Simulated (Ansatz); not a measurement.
SiSe:

```
CELL_PARAMETERS angstrom
3.59520 0.00000 0.00000
-1.79760 3.11353 0.00000
0.00000 0.00000 3.59873
ATOMIC_POSITIONS crystal
Si 0.66667 0.33333 0.50000
Se 0.00000 0.00000 0.00000
```

The cell was built by a generator and needn't be a form met in nature.

- Program: Ansatz 0.2.0
- Task: relaxation of cell and atoms
- Functional: HSE03
- Potentials or basis: Ansatz PAW
- Cutoff: 420 eV (not typed: the program's choice for these potentials)
- k mesh: 5 × 5 × 4
- Occupations: fermi-dirac, width 0.05 eV
- Spin: no spin polarisation

At the start: volume 20.14 Å³/atom.

Task: Where does the relaxation end?

Result: It ends after 5 steps and the volume is 19.48 Å³/atom (-3.3 %); space group P-6m2 (No. 187, to 0.05 Å).

The path:
| step | energy change (eV) | largest force (eV/Å) | volume (Å³) |
| --- | --- | --- | --- |
| 1 | 0.0000 | 0.0000 | 40.28 |
| 2 | -0.0070 | 0.0000 | 38.44 |
| 3 | -0.0107 | 0.0000 | 38.95 |
| 4 | -0.0108 | 0.0000 | 38.97 |
| 5 | -0.0106 | 0.0000 | 38.97 |

Final structure:
```
CELL_PARAMETERS angstrom
3.55840 0.00000 0.00000
-1.77920 3.08167 0.00000
0.00000 0.00000 3.55350
ATOMIC_POSITIONS crystal
Si 0.66667 0.33333 0.50000
Se 0.00000 0.00000 0.00000
```

Caveat: the k mesh is coarse (spacing up to 0.44 Å⁻¹), so the values aren't converged, least of all with exact exchange; the plane-wave basis is chosen anew once the cell has moved, so the energies of steps on either side of that aren't comparable; the PAW data sets come from PBE, with cores solved anew for the run's functional, which leaves a small shift of forces and pressure.
